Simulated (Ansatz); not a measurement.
Ca, space group Im-3m, a calculation of the elastic constants

Computed with the Ansatz DFT code, driven from Python.

Run as a notebook:

**Cell 1**
```python
from dataclasses import dataclass
from dataclasses import replace
import warnings

import ansatz as az
import numpy as np
```

**Cell 2**
```python
@dataclass(frozen=True)
class Settings:
    filling: str = 'methfessel_paxton'
    xc: str = 'PBEsol'
    mesh: tuple[int, ...] = (14, 14, 14)
```

**Cell 3**
```python
settings = Settings()
```

**Cell 4**
```python
warnings.simplefilter('ignore', az.DeckWarning)
```

**Cell 5**
```python
vectors = np.array([
    [-2.24, 2.24, 2.24],
    [2.24, -2.24, 2.24],
    [2.24, 2.24, -2.24],
])
structure = az.Lattice.of(vectors).atom('Ca', (0.0, 0.0, 0.0))
```

**Cell 6**
```python
structure.resolved().tree()['lattice']
```
Output:
```text
((-2.24, 2.24, 2.24), (2.24, -2.24, 2.24), (2.24, 2.24, -2.24))
```

**Cell 7**
```python
base = (
    structure.calculation()
    .occupations(settings.filling)
    .functional(settings.xc)
    .pseudopotentials('paw')
    .kpoints(*settings.mesh)
)
# first bring the cell to zero stress
rest = base.relax(cell=True).run(threads=1).lattice
relaxed = az.Crystal(lattice=az.Lattice.of(rest.cell_ang))
for site in rest.sites:
    relaxed = relaxed.atom(site.symbol, site.position_frac)
base = replace(base, crystal=relaxed)
print('relaxed volume {:.3f} A^3'.format(abs(np.linalg.det(rest.cell_ang))))
out = base.elastic(az.ElasticMode.RELAXED_ION).run(threads=1)
elastic = out.elastic
```
Output:
```text
relaxed volume 40.333 A^3
```

**Cell 8**
```python
print(np.array2string(np.round(elastic.c_gpa, 1) + 0.0, suppress_small=True))
print('Voigt stress of the unstrained cell (GPa, tension positive):', np.round(elastic.sigma0_gpa, 3) + 0.0)
print('smallest eigenvalue of C:', round(elastic.stability.min_eigenvalue_gpa, 1), 'GPa; stable:', elastic.stability.stable)
# averaged moduli need a positive definite tensor
if elastic.stability.min_eigenvalue_gpa > 0:
    for name, value in elastic.moduli.to_plain().items():
        print(f'{name:14s} {value:9.3f}')
```
Output:
```text
[[12.3 17.9 17.9  0.   0.   0. ]
 [17.9 12.3 17.9  0.   0.   0. ]
 [17.9 17.9 12.3  0.   0.   0. ]
 [ 0.   0.   0.  11.5  0.   0. ]
 [ 0.   0.   0.   0.  11.5  0. ]
 [ 0.   0.   0.   0.   0.  11.5]]
Voigt stress of the unstrained cell (GPa, tension positive): [0.004 0.004 0.004 0.    0.    0.   ]
smallest eigenvalue of C: -5.5 GPa; stable: False
```

Of the deposited cell: it was measured well above room temperature. This isn't the structure that Ca takes at ambient conditions. Shear constants of a metal converge slowly with the k-point mesh and can be wrong in sign on a coarse one; the constants belong to the cell that was strained. Run time: 19 s on 1 thread of AMD EPYC 9R45 96-Core Processor (Zen 5), with other jobs on the host, peak memory 0.56 GiB.

(A comment or docstring line of the script was reworded after the run, the code is as it ran; lines on the test bed's own set-up are left out of the output.)
